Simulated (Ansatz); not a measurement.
# GaH6NO: the cost of one run

All numbers below are computed with Ansatz 0.2.0 (RKS PBE/def2-SVP).

## (1) The system as given

Bond lengths: Ga1–H3 1.570 Å, Ga1–O4 1.790 Å, O4–H5 1.010 Å, Ga1–N6 2.230 Å, N6–H7 1.060 Å, N6–H8 1.060 Å. Angles: H3–Ga1–O4 120.0°, H3–Ga1–N6 105.4°, O4–Ga1–N6 92.8°, Ga1–O4–H5 109.5°, Ga1–N6–H7 120.0°, Ga1–N6–H8 120.0°, H7–N6–H8 120.0°.

As a file:

```xyz
9

Ga    0.0000    0.0000    0.0000
H     0.0000    0.0000    1.9200
H     1.3596    0.0000   -0.7850
O    -1.5501    0.0000   -0.8950
H    -2.0598   -0.8467   -0.6865
N    -0.2789    2.0978    0.7032
H    -1.2096    2.5849    0.5615
H     0.5192    2.6078    1.1791
H    -0.1360    1.0226    1.8459
```

## (2) Pulling towards end A

Springs on the bonds that form and break draw the guess towards this end; the thresholds are loose.

The input, input.yaml:

```yaml
crystal:
  periodic: [false, false, false]
  atoms:
    - { symbol: Ga, position_ang: [0.0, 0.0, 0.0] }
    - { symbol: H, position_ang: [0.0, 0.0, 1.92] }
    - { symbol: H, position_ang: [1.3596, 0.0, -0.785] }
    - { symbol: O, position_ang: [-1.5501, 0.0, -0.895] }
    - { symbol: H, position_ang: [-2.0598, -0.8467, -0.6865] }
    - { symbol: "N", position_ang: [-0.2789, 2.0978, 0.7032] }
    - { symbol: H, position_ang: [-1.2096, 2.5849, 0.5615] }
    - { symbol: H, position_ang: [0.5192, 2.6078, 1.1791] }
    - { symbol: H, position_ang: [-0.136, 1.0226, 1.8459] }
basis:
  gaussian: { orbitals: def2-SVP }
hamiltonian:
  xc: pbe
relax:
  f_tol: 0.15
  max_steps: 25
  restrain:
    - { distance: [0, 5], at: 3.13, k: 30.0 }
    - { distance: [8, 1], at: 1.86, k: 30.0 }
    - { distance: [0, 1], at: 1.57, k: 30.0 }
    - { distance: [8, 5], at: 1.06, k: 30.0 }
```

Run with:

```bash
> ansatz run input.yaml --threads 2 --pin off --max-ram 3072MiB --backend cpu --events-out ev --progress --plain --runs-dir out
```

Q: Estimate wall time and peak memory on 2 threads of Arm Neoverse V2, shared host.

About 16 s, with a peak of 0.13 GiB.
